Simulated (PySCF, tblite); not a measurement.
# C₂H₁₁O₂Si₃ radical: geometry, infrared bands and EPR parameters

What infrared bands and EPR parameters should C₂H₁₁O₂Si₃ radical (`[CH2]CO[Si@@H]([SiH3])O[SiH3]`) show?

The runs use tblite 0.8.0 and PySCF 2.14.0, with density-fitted response routines of our own; the level of theory stands in each step. All values are computed, except where a source is named. Atoms are numbered from 0 throughout.

## Step 1: The molecule as given

18 atoms, charge 0, multiplicity 2; geometry from: force field or distance geometry start.

Bonds of the start (Å): C0–C1 1.50, C1–O2 1.42, O2–Si3 1.68, Si3–Si4 2.35, Si3–O5 1.65, O5–Si6 1.65, C0–H7 1.08, C0–H8 1.08, C1–H9 1.08, C1–H10 1.09, Si3–H11 1.47, Si4–H12 1.49, Si4–H13 1.49, Si4–H14 1.48, Si6–H15 1.49, Si6–H16 1.49, Si6–H17 1.48.

## Step 2: Geometry optimisation with GFN2-xTB

Job settings and geometry (Å):

```
{"job": {"kind": "relax", "xc": "GFN2-xTB", "basis": "xTB"}, "charge": 0, "multiplicity": 2}
C      3.484900    -0.671700    -0.339900
C      2.199400     0.041200    -0.646100
O      1.157300    -0.801400    -0.188700
Si    -0.419500    -0.288900    -0.463300
Si    -1.923400    -1.927400     0.280700
O     -0.676600     1.154700     0.301200
Si    -1.891500     2.252600     0.529700
H      4.401400    -0.343900    -0.808600
H      3.528700    -1.393800     0.468500
H      2.132200     0.211500    -1.712300
H      2.191100     0.993500    -0.106000
H     -0.595600    -0.091100    -1.912900
H     -3.321500    -1.473800     0.012500
H     -1.703400    -3.215900    -0.443300
H     -1.796400    -2.149100     1.741000
H     -1.388500     3.402400     1.329000
H     -2.998900     1.595400     1.269900
H     -2.388500     2.711900    -0.783200
```

Launch:

```console
$ OMP_NUM_THREADS=1 python probes_run.py task.json out
```

One launch serves the whole session: the jobs run in the order shown.

**Question.** This job is followed by: GFN2-xTB harmonic vibrations, gas phase; UKS B3LYP, pcH-1 on C H O Si, non-relativistic, mean-field spin-orbit, GIAO. Predict these results of the whole session: strongest single infrared mode (GFN2-xTB); zero-point energy (GFN2-xTB); g(iso) (B3LYP); ⟨S²⟩; largest a(iso) (averaged by class); potential on the surface of density 0.002 e/bohr³, 1st and 99th percentile.

**Answer**, as computed:

```
                                                                  quantity                  value
                                 strongest single infrared mode (GFN2-xTB)  1070 cm⁻¹, 516 km/mol
                                              zero-point energy (GFN2-xTB)          71.5 kcal/mol
                                                            g(iso) (B3LYP)                2.00262
                                                                      ⟨S²⟩     0.754 (exact 0.75)
                                        largest a(iso) (averaged by class)   1H on H10, 135.1 MHz
potential on the surface of density 0.002 e/bohr³, 1st and 99th percentile     -0.81 V and 1.33 V
```

Over 231 steps the energy fell by 0.397 eV; of the close pairs, Si3–Si4 changed most, 2.345 to 2.283 Å. The lowest mode is slightly imaginary (18i cm⁻¹), a soft motion within the noise of the Hessian, so the minimum is not strictly shown. The strongest single mode, at 1070 cm⁻¹, moves mainly O5. Unscaled tight-binding wavenumbers are off by several per cent, some by more. Its intensities can rank the bands wrongly. C0 carries the largest spin population, 1.08 e. The isotropic g lies 0.3 ppt above the free-electron value. These values are for one conformer; the search (at its own cheap level) found 2 more, at 0.05, 0.34 kcal/mol, and measured spectra average over such forms.
